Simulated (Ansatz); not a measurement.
**SiH3Br (singlet): wave-function methods side by side at a displaced geometry (v2), cc-pVDZ**

One table from this session's results is given with a row withheld; the runs are named, their logs left out.

Method: cc-pVDZ, core rule «outside noble gas», up to 19 orbitals frozen; program: Ansatz 0.2.0, Gaussian basis.

The runs, in order: UHF; CCSD(T) on RHF; BCCD(T) on RHF; CISD; CCSDT(Q) on RHF.

15 further runs of the same task are left out: 1 for a known fault of the program, 6 that didn't finish, 8 set aside as unsound or not needed.

### What is computed

The geometry is a PBE0/def2-TZVP stationary point (not a proven minimum) with its atoms shifted at random (size 0.100 Å). No spin-orbit coupling is included. The filled d shell of Br may be among the frozen orbitals whatever the setting's name suggests; the logs give the count.

5 atoms, charge 0, spin multiplicity 1.

Atoms are counted from 1 here; the program's logs count them from 0.

Bond lengths: Si1–Br2 2.055 Å, Si1–H3 1.489 Å, Si1–H4 1.539 Å, Si1–H5 1.630 Å. Angles: Br2–Si1–H3 111.7°, Br2–Si1–H4 107.8°, Br2–Si1–H5 111.1°, H3–Si1–H4 110.8°, H3–Si1–H5 109.0°, H4–Si1–H5 106.4°.

Set-up of the first run:

Input file in.yaml:

```yaml
crystal:
  periodic: [false, false, false]
  atoms:
    - {symbol: Si, position_ang: [-1.464364, -0.015106, -0.003909]}
    - {symbol: Br, position_ang: [0.590362, 0.008549, 0.002187]}
    - {symbol: H, position_ang: [-2.029818, 1.362398, 0.002511]}
    - {symbol: H, position_ang: [-1.929185, -0.801611, 1.234547]}
    - {symbol: H, position_ang: [-2.038292, -0.817585, -1.301524]}
basis:
  gaussian: {orbitals: cc-pVDZ}
magnetization: {spin_polarized: true, initial_magnetization: 0}
hamiltonian: {xc: hf}
output: {orbitals: {seedname: orbitals}}
```

Launch:

```sh
$ ansatz run in.yaml --threads 1 --pin off --events-out ev --progress --plain --max-ram 2393MiB
```

Steps of the session up to this table: UHF; CCSD(T) on RHF; BCCD(T) on RHF; CISD; CCSDT(Q) on RHF.

One table of the session follows, with a row left open; its other results are not shown here.

It belongs to the step «Misses and costs». 

```
   method  from RCCSDT(Q) (kJ/mol)
      RHF                   +682.3
     RMP2                   +104.4
     CISD                        ?
    RCCSD                    +16.1
 RCCSD(T)                     +2.8
  BCCD(T)                     +2.7
   RCCSDT                     +0.9
RCCSDT(Q)                        0
```

Estimate the missing values for CISD.

As computed: from RCCSDT(Q) (kJ/mol): +73.3. In the column «from RCCSDT(Q) (kJ/mol)» it lies between RCCSD (+16.1) and RMP2 (+104.4).
